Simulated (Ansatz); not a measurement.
# GeH₆NOSi (charge -1), SMILES [NH2][GeH-][O][SiH3]: a ladder of methods at one geometry

Program: Ansatz's Python interface.

`geh6nosi.xyz`
```text
10

N     2.38840   -0.49470   -0.51110
Ge    0.58490   -0.65440   -0.06760
O    -0.04190    0.93760    0.45860
Si   -1.75010    0.80820    0.32980
H     2.44100    0.16350   -1.32020
H     2.69450   -1.42920   -0.86280
H     0.42520   -1.68140    1.08260
H    -2.13470    0.53450   -1.06420
H    -2.36170    2.07890    0.74570
H    -2.24560   -0.26290    1.20930
```

Interactive session:
```pycon
>>> from pathlib import Path
>>> import ansatz
>>> import numpy as np
>>> BASIS = 'def2-SVP'
>>> CHARGE = -1
>>> geometry = ansatz.Crystal.molecule_from_extxyz('geh6nosi.xyz')
>>> calculation = (
...     geometry.calculation()
...     .basis(gaussian=BASIS)
...     .charge(CHARGE)
...     .scf(lower_state_search='standard')
... )
>>> print('functional    E (Ha)        dipole (D)   HOMO (eV)  LUMO (eV)')
functional    E (Ha)        dipole (D)   HOMO (eV)  LUMO (eV)
>>> for name in ['hf', 'revpbe', 'pbe', 'b3lyp', 'blyp', 'lda']:
...     summary = calculation.functional(name).forces().orbitals().run(threads=1, runs_dir='runs').report
...     lines = Path(summary['orbitals_path']).read_text().splitlines()
...     field_of = lambda key: [line.split('=')[1].strip() for line in lines if line.startswith(key)]
...     orbitals = [(27.211386 * float(e), s, float(n)) for e, s, n in zip(field_of('Ene='), field_of('Spin='), field_of('Occup='))]
...     homo = max(e for e, _, n in orbitals if n > 0.5)
...     lumo = min(e for e, _, n in orbitals if n < 0.5)
...     dipole = 4.803205 * np.linalg.norm(summary['charge_distribution']['dipole_moment_e_ang'])
...     print(f'{name:10s} {summary["free_energy_ev"] / 27.211386246:14.6f} {dipole:9.3f} {homo:11.3f} {lumo:10.3f}')
...
hf           -2496.648285     1.207      -0.575      8.564
revpbe       -2499.383248     0.796       2.471      4.549
pbe          -2499.030104     0.786       2.421      4.443
b3lyp        -2499.721289     0.833       1.699      5.117
blyp         -2499.655007     0.792       2.607      4.646
lda          -2494.305231     0.814       2.285      4.199
```

These settings explore the input space; basis and method may be short of convergence. The geometry is a force-field or estimated start, not a minimum of this method, and the basis set is short of its limit. A lower total doesn't mark the better method: functionals have no common bound, and MP2 and coupled cluster aren't variational. An ion's dipole depends on the origin; the program takes it about the centre of nuclear charge. b3lyp holds the VWN-RPA fit, as in Gaussian; the form of ORCA and Turbomole is b3lyp5. Levels such as HOMO and LUMO are orbital energies: with these approximate functionals they aren't the ionisation energy and electron affinity, and their gap isn't the fundamental gap. Anions want diffuse functions, which this basis lacks. Finished in 22 s on 1 thread of Arm Neoverse V1, on a shared host, peak memory 0.3 GiB.

(Lines on the test bed's own set-up are left out of the output.)
